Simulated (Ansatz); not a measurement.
**CH₄BNO: taking an electron away**

An exercise on one series of results from a longer session: the logs are not shown, and one member is left open.

Method: unrestricted cation, the program's frozen cores in correlated methods; program: Ansatz 0.2.0, Gaussian basis.

The runs, in order: UKS PBE-D4/def2-TZVPP; UKS r2SCAN-D4/def2-TZVPP; UKS PBE0-D4/def2-TZVPP; UKS B3LYP-D4/def2-TZVPP; UKS wB97X-V/def2-TZVPP; UKS wB97M-V/def2-TZVPP; UKS B2PLYP/def2-TZVPP; UHF-MP2/def2-TZVPP; UHF-MP2/def2-QZVPP; then −ε(HOMO) from the neutral's earlier runs with LDA (SPW92), PBE-D4, revPBE-D4, BLYP-D4, r2SCAN-D4, B97M-V, PBE0-D4, B3LYP-D4, r2SCANh-D4, r2SCAN0-D4, HSE06-D4, BHLYP-D4, CAM-B3LYP-D4, LC-ωPBE, ωB97X-V, ωB97M-V.

1 further run of the same task is left out (it didn't finish).

### Structure used throughout

An earlier PBE0-D4 in a triple-zeta def2 set relaxation fixed the geometry.

SMILES `N=CBO`, 8 atoms, charge 0, spin multiplicity 1.

Atoms are counted from 1 here; the program's logs count them from 0.

Bond lengths: N1–C2 1.273 Å, N1–H5 1.020 Å, C2–B3 1.592 Å, C2–H6 1.097 Å, B3–O4 1.339 Å, B3–H7 1.196 Å, O4–H8 0.974 Å. Angles: C2–N1–H5 113.2°, N1–C2–B3 115.3°, N1–C2–H6 121.8°, B3–C2–H6 122.9°, C2–B3–O4 115.9°, C2–B3–H7 124.6°, O4–B3–H7 119.5°, B3–O4–H8 108.2°.

Set-up of the first run:

Contents of in.yaml:

```yaml
crystal:
  periodic: [false, false, false]
  atoms:
    - {symbol: N, position_ang: [-0.929515, 0.730019, -0.640196]}
    - {symbol: C, position_ang: [0.087197, 0.717122, 0.124982]}
    - {symbol: B, position_ang: [0.690165, -0.724292, 0.430450]}
    - {symbol: O, position_ang: [0.062560, -1.755676, -0.149228]}
    - {symbol: H, position_ang: [-1.289794, 1.668346, -0.814808]}
    - {symbol: H, position_ang: [0.510452, 1.640785, 0.539634]}
    - {symbol: H, position_ang: [1.641088, -0.928357, 1.126035]}
    - {symbol: H, position_ang: [-0.679952, -1.405148, -0.672668]}
basis:
  gaussian: {orbitals: def2-TZVPP}
total_charge: 1
magnetization: {spin_polarized: true, initial_magnetization: 1}
hamiltonian: {xc: pbe, dispersion: d4}
```

Launch:

```bash
$ ansatz run in.yaml --threads 2 --pin off --events-out ev --progress --plain --max-ram 4352MiB
```

Among the steps run: Cation, UKS PBE-D4/def2-TZVPP; Cation, UKS r2SCAN-D4/def2-TZVPP; Cation, UKS PBE0-D4/def2-TZVPP; Cation, UKS B3LYP-D4/def2-TZVPP; Cation, UKS wB97X-V/def2-TZVPP; Cation, UKS wB97M-V/def2-TZVPP; Cation, UKS B2PLYP (frozen core)/def2-TZVPP; Cation, UHF-MP2/def2-TZVPP; Cation, UHF-MP2/def2-QZVPP.

One table of the session follows, with a row left open; its other results are not shown here.

Orbital estimates, from the neutral's runs:

| functional | −ε(HOMO) (eV) |
| --- | --- |
| LDA (SPW92) | 6.57 |
| PBE-D4 | 6.48 |
| revPBE-D4 | 6.43 |
| BLYP-D4 | 6.41 |
| r2SCAN-D4 | 6.77 |
| B97M-V | 6.95 |
| PBE0-D4 | 7.97 |
| B3LYP-D4 | 7.76 |
| r2SCANh-D4 | 7.33 |
| r2SCAN0-D4 | ? |
| HSE06-D4 | 7.56 |
| BHLYP-D4 | 9.43 |
| CAM-B3LYP-D4 | 9.44 |
| LC-ωPBE | 10.77 |
| ωB97X-V | 10.44 |
| ωB97M-V | 10.33 |

Estimate the missing values for r2SCAN0-D4.

Worked estimate for «−ε(HOMO) (eV)». Against the share of exact exchange, r2SCAN-D4 (0, 6.77), r2SCANh-D4 (0.1, 7.33) give a slope of 5.60 per unit share; at 0.25 the line stands at 8.17.

As computed: −ε(HOMO) (eV): 8.17. In «−ε(HOMO) (eV)» the line misses by 0.00.
